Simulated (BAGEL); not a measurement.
# singlet CHFNSi+: a chain of runs

Wanted: a single-point energy (singlet CHFNSi+, HF/6-31+G*), then a single-point energy (doublet CHFNSi, CASSCF(3,3)/6-31+G*) of CHFNSi. 

Program for the calculation: BAGEL 1.2.2.

4 further runs of the same task are left out: 3 that didn't finish, 1 set aside as unsound or not needed.

### Step 1. The molecule

CHFNSi+: 5 atoms, total charge +1, spin state singlet. As SMILES of the parent species, `N#C[SiH]F`. The coordinates come from a PBE0-D4/def2-TZVP relaxation. That shape belongs to the parent species and isn't relaxed for this state.

Bond lengths: N1–C2 1.154 Å, C2–Si3 1.837 Å, Si3–F4 1.591 Å, Si3–H5 1.482 Å. Angles: N1–C2–Si3 173.9°, C2–Si3–F4 108.1°, C2–Si3–H5 109.3°, F4–Si3–H5 109.8°.

### Step 2. The energy at HF/6-31+G(d) (density fitting with svp-jkfit, spherical functions) (run 1)

input.json

```json
{ "bagel" : [

{
  "title" : "molecule",
  "basis" : "6-31+gs.json",
  "df_basis" : "svp-jkfit",
  "angstrom" : "true",
  "geometry" : [
    { "atom" : "N", "xyz" : [       1.347400,      -1.164000,       1.391300 ] },
    { "atom" : "C", "xyz" : [       0.713800,      -0.590000,       0.616200 ] },
    { "atom" : "Si", "xyz" : [      -0.146100,       0.297600,      -0.743500 ] },
    { "atom" : "F", "xyz" : [      -1.590300,      -0.347100,      -0.917700 ] },
    { "atom" : "H", "xyz" : [      -0.274900,       1.730000,      -0.387600 ] }
  ]
},

{
  "title" : "hf",
  "charge" : 1
},

{
  "title" : "print",
  "file" : "orbitals.molden",
  "orbitals" : "true"
}

]}
```

The basis set 6-31+G* is read from a file made from the Basis Set Exchange's data (not shown).

The run is started by

```sh
$ BAGEL_NUM_THREADS=1 BAGEL input.json > input.out
```

Standard output:

```text
* using 1 threads per process

  ===============================================================
  ===============================================================

  *** Geometry ***

  { "atom" : "N", "xyz" : [      2.546217,     -2.199641,      2.629176 ] },
  { "atom" : "C", "xyz" : [      1.348887,     -1.114938,      1.164449 ] },
  { "atom" : "Si", "xyz" : [     -0.276089,      0.562382,     -1.405011 ] },
  { "atom" : "F", "xyz" : [     -3.005231,     -0.655924,     -1.734202 ] },
  { "atom" : "H", "xyz" : [     -0.519486,      3.269226,     -0.732458 ] },

  Number of auxiliary basis functions:      375

  Since a DF basis is specified, we compute 2- and 3-index integrals:
    o Being stored without compression. Storage requirement is 0.018 GB

  Number of basis functions:       78
  Number of electrons      :       37

    * METHOD: MOLECULE                             0.14

  *** RHF ***

  === Nuclear Repulsion ===
   130.7648012512

      * DIIS with orbital gradients will be used.

  === RHF iteration (6-31+gs.json) ===
      0       -480.55035120          0.03178519           0.04
      1       -480.65916626          0.02975079           0.04
      2       -480.91244120          0.00275276           0.04
      3       -480.91580709          0.00172125           0.04
      4       -480.91689286          0.00030844           0.04
      5       -480.91698607          0.00012586           0.04
      6       -480.91700245          0.00006842           0.04
      7       -480.91700915          0.00003494           0.04
      8       -480.91701117          0.00002066           0.04
      9       -480.91701178          0.00001005           0.04
     10       -480.91701190          0.00000450           0.04
     11       -480.91701192          0.00000234           0.04
     12       -480.91701192          0.00000072           0.04
     13       -480.91701192          0.00000031           0.04
     14       -480.91701192          0.00000014           0.04
     15       -480.91701192          0.00000007           0.04
     16       -480.91701192          0.00000003           0.04
     17       -480.91701192          0.00000002           0.04
     18       -480.91701192          0.00000001           0.04
    * SCF iteration converged.

    * Permanent dipole moment:
           (   -0.435192,    -1.543233,     1.827203) a.u.

    * METHOD: HF                                   0.85

    * METHOD: PRINT                                0.01

  ===============================================================
```

Run time: 1.4 s. Hardware: 1 thread of Intel Xeon Platinum 8488C (Sapphire Rapids), shared host; peak memory 0.086 GiB.

### Step 3. Doublet neutral CHFNSi: a single-point energy at CASSCF(3,3)/6-31+G(d) (density fitting with svp-jkfit, spherical functions, 2 states averaged) (run 2)

calc.json

```json
{ "bagel" : [

{
  "title" : "molecule",
  "basis" : "6-31+gs.json",
  "df_basis" : "svp-jkfit",
  "angstrom" : true,
  "geometry" : [
    { "atom" : "N", "xyz" : [       1.347400,      -1.164000,       1.391300 ] },
    { "atom" : "C", "xyz" : [       0.713800,      -0.590000,       0.616200 ] },
    { "atom" : "Si", "xyz" : [      -0.146100,       0.297600,      -0.743500 ] },
    { "atom" : "F", "xyz" : [      -1.590300,      -0.347100,      -0.917700 ] },
    { "atom" : "H", "xyz" : [      -0.274900,       1.730000,      -0.387600 ] }
  ]
},

{
  "title" : "hf",
  "charge" : 1
},

{
  "title" : "casscf",
  "nstate" : 2,
  "nact" : 3,
  "nclosed" : 17,
  "charge" : 0,
  "nspin" : 1,
  "active" : [10, 19, 38],
  "maxiter" : 200,
  "natocc" : true
},

{
  "title" : "print",
  "file" : "orbitals.molden",
  "orbitals" : true
}

]}
```

The basis set 6-31+G* is read from a file made from the Basis Set Exchange's data (not shown).

The run is started by

```sh
$ BAGEL_NUM_THREADS=1 BAGEL calc.json > calc.out
```

Standard output:

```text
* using 1 threads per process

  ===============================================================
  ===============================================================

  *** Geometry ***

  { "atom" : "N", "xyz" : [      2.546217,     -2.199641,      2.629176 ] },
  { "atom" : "C", "xyz" : [      1.348887,     -1.114938,      1.164449 ] },
  { "atom" : "Si", "xyz" : [     -0.276089,      0.562382,     -1.405011 ] },
  { "atom" : "F", "xyz" : [     -3.005231,     -0.655924,     -1.734202 ] },
  { "atom" : "H", "xyz" : [     -0.519486,      3.269226,     -0.732458 ] },

  Number of auxiliary basis functions:      375

  Since a DF basis is specified, we compute 2- and 3-index integrals:
    o Being stored without compression. Storage requirement is 0.018 GB

  Number of basis functions:       78
  Number of electrons      :       37

    * METHOD: MOLECULE                             0.13

  *** RHF ***

  === Nuclear Repulsion ===
   130.7648012512

      * DIIS with orbital gradients will be used.

  === RHF iteration (6-31+gs.json) ===
      0       -480.55035120          0.03178519           0.04
      1       -480.65916626          0.02975079           0.04
      2       -480.91244120          0.00275276           0.04
      3       -480.91580709          0.00172125           0.04
      4       -480.91689286          0.00030844           0.04
      5       -480.91698607          0.00012586           0.04
      6       -480.91700245          0.00006842           0.04
      7       -480.91700915          0.00003494           0.04
      8       -480.91701117          0.00002066           0.04
      9       -480.91701178          0.00001005           0.04
[... 5 lines of this table left out ...]
     15       -480.91701192          0.00000007           0.04
     16       -480.91701192          0.00000003           0.04
     17       -480.91701192          0.00000002           0.04
     18       -480.91701192          0.00000001           0.04
    * SCF iteration converged.

    * Permanent dipole moment:
           (   -0.435192,    -1.543233,     1.827203) a.u.

    * METHOD: HF                                   0.86

  ---------------------------
      CASSCF calculation
  ---------------------------

    ==== Active orbitals : =====
         Orbital 10
         Orbital 19
         Orbital 38
    ============================

    * nstate   :      2
    * nclosed  :     17
    * nact     :      3
    * nvirt    :     58
  === CASSCF iteration (6-31+gs.json) ===

    * Using the second-order algorithm

      0  0      -481.24449141     9.01e-03      0.02
      0  1      -480.70763311     0.00e+00      0.02

      1  0      -481.26567750     1.58e-03      0.56
      1  1      -480.70957120     0.00e+00      0.56

      2  0      -481.27072491     5.38e-03      0.44
      2  1      -480.97863117     0.00e+00      0.44

      3  0      -481.27216182     1.35e-03      0.25
[... 30 lines of this table left out ...]
     13  1      -481.09336800     0.00e+00      0.23

     14  0      -481.27617772     4.06e-09      0.19
     14  1      -481.09336800     0.00e+00      0.19

    * Second-order optimization converged. *

     guess   0:   closed 1..                  open .1.
     guess   1:   closed 1..                  open ..1

  === FCI iteration ===

      0  0      -481.27164286     1.63e-02      0.00
      0  1      -481.08734567     1.83e-02      0.00

      1  0      -481.27617366     5.20e-04      0.00
      1  1      -481.09335062     8.91e-04      0.00

      2  0      -481.27617769     4.73e-05      0.00
      2  1      -481.09336798     3.96e-05      0.00

      3  0 *    -481.27617772     1.63e-15      0.00
      3  1 *    -481.09336800     1.30e-15      0.00

     * ci vector, state   0, <S^2> = 0.7500
       2a.     0.9921569134
       a2.     0.0910494071
       2.a     0.0774909183

     * ci vector, state   1, <S^2> = 0.7500
       2.a    -0.9895108365
       2a.     0.0804156355
       baa     0.0747894124
       .2a     0.0708589006
       aab    -0.0521028401

    * METHOD: CASSCF                               3.77

    * METHOD: PRINT                                0.01

  ===============================================================
```

Run time: 5.1 s. Hardware: 1 thread of Intel Xeon Platinum 8488C (Sapphire Rapids), shared host; peak memory 0.14 GiB.

### Step 4. Summary of results

| quantity | value |
| --- | --- |
| run 1, HF/6-31+G*: total energy | -480.91701 Eh |
| run 1, HF/6-31+G*: HOMO energy | -19.33 eV |
| run 1, HF/6-31+G*: LUMO energy | -8.91 eV |
| run 1, HF/6-31+G*: HOMO–LUMO gap | 10.42 eV |
| doublet neutral CHFNSi: energy of the lowest of 2 roots | -481.27618 Eh |
| doublet neutral CHFNSi: lowest excitation energy within this active space | 4.97 eV |

The orbitals (doublet neutral CHFNSi) are averaged over several states, so each root lies above its own optimum (it can stand above Hartree-Fock), and forces and dipoles share that bias.
